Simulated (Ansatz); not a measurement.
A nudged elastic band was laid between two geometries of a periodic cell of 17 atoms, Mg$_{8}$HO$_{8}$ (host MgO, host structure Fm-3m, interstitial H).

These are results of Ansatz, DFT PBE-D3(BJ), scalar-relativistic, plane waves, PAW, not measurements. Settings: cutoff 420 eV, k mesh 3x3x3, gaussian smearing 0.05 eV, spin collinear.

```json
{"movable images": "3", "climbing image": "yes", "spring": "5.0 eV/Å²", "optimiser": "quadratic models (default)", "start path": "IDPP", "force threshold": "0.05 eV/Å", "iteration limit": "75", "end points": "relaxed"}
```

Image 0:

```xyz
17
Lattice="0.0000 3.8510 3.8510 3.8510 0.0000 3.8510 3.8510 3.8510 0.0000" Properties=species:S:1:pos:R:3
Mg 0.006 0.004 -0.008
O 1.886 1.884 1.963
Mg 1.917 1.915 -0.008
O 3.888 3.886 1.963
Mg 1.930 -0.009 1.919
O 3.850 1.922 3.850
Mg 3.857 1.915 1.931
O 5.737 3.886 3.812
Mg -0.007 1.928 1.919
O 1.924 3.848 3.850
Mg 1.917 3.855 1.931
O 3.888 5.735 3.812
Mg 1.930 1.928 3.856
O 3.850 3.848 5.776
Mg 3.844 3.842 3.856
O 5.775 5.773 5.776
H 2.887 2.885 0.962
```

Image 4:

Only the atoms that move by more than 0.05 Å are listed.
```
O2 1.925 1.922 1.928
O4 3.813 3.886 1.965
O8 5.777 3.849 3.852
O10 1.963 3.886 3.815
O12 3.813 5.736 3.815
O16 5.814 5.736 5.816
H17 4.813 2.885 0.965
```

Q: Which bonds break or form, and what moves?

A: The atom that moves furthest is H17, by 1.93 Å; four of its nearest neighbours are Mg3 1.68, Mg7 1.68, Mg11 1.68, Mg1 1.68 Å at the first end and Mg7 1.68, Mg13 1.68, Mg5 1.68, Mg1 1.68 Å at the last.

Q: Give the energies along the band, and the barrier.

A: It converged. The highest image is number 2 of 0 to 4, 1.37 eV above the ends, which have the same energy within 2 meV. By the program's own check the climbing image is of a kind that is not told: the force calls were inconclusive, a negative curvature could not be distinguished from the path's own, the only one lies far off the path, or fixed occupations may fill a level only in part (lowest curvatures found: -6.77 and 1.53 eV/Å²). Limits of this set-up: coarse k mesh, a small cell, in which the defect meets its images, a typed lattice constant that wasn't relaxed here.

| image | path coordinate (Å) | energy (eV) | Mg3–H17 (Å) | Mg11–H17 (Å) | Mg5–H17 (Å) |
| --- | --- | --- | --- | --- | --- |
| 0 | 0.00 | 0.00 | 1.68 | 1.68 | 3.19 |
| 1 | 0.49 | 0.68 | 1.95 | 1.93 | 2.74 |
| 2 | 0.98 | 1.37 | 2.33 | 2.31 | 2.31 |
| 3 | 1.48 | 0.68 | 2.76 | 2.74 | 1.93 |
| 4 | 1.97 | 0.00 | 3.19 | 3.19 | 1.68 |

Q: What is the geometry of the highest image?

A: 
```xyz
17
Lattice="0.0000 3.8510 3.8510 3.8510 0.0000 3.8510 3.8510 3.8510 0.0000" Properties=species:S:1:pos:R:3:forces:R:3
Mg -0.001 0.077 -0.087 0.00 0.01 0.02
O 1.945 1.920 1.926 0.00 0.00 -0.01
Mg 1.965 1.927 0.005 -0.01 0.00 0.00
O 3.850 3.973 2.050 0.00 -0.04 -0.03
Mg 1.882 -0.011 1.918 0.02 0.02 0.01
O 3.850 1.936 3.864 0.00 0.00 0.01
Mg 3.850 1.834 2.005 0.00 0.02 0.01
O 5.796 3.848 3.849 0.00 -0.01 0.01
Mg -0.001 1.955 1.894 0.00 -0.02 0.01
O 1.905 3.848 3.849 0.00 -0.01 0.01
Mg 1.967 3.840 1.918 -0.02 0.02 0.01
O 3.850 5.658 3.736 0.00 0.00 0.00
Mg 1.885 1.927 3.856 0.01 0.00 0.00
O 3.850 3.831 5.760 0.00 -0.02 -0.02
Mg 3.850 3.816 3.884 0.00 0.02 -0.01
O 5.756 5.771 5.777 0.00 0.00 -0.01
H 3.850 2.899 0.977 0.00 -0.01 -0.01
```

Time of the run: 7 min on 4 threads of Intel(R) Xeon(R) Platinum 8488C (Sapphire Rapids) (shared host), peak memory 1.3 GiB.
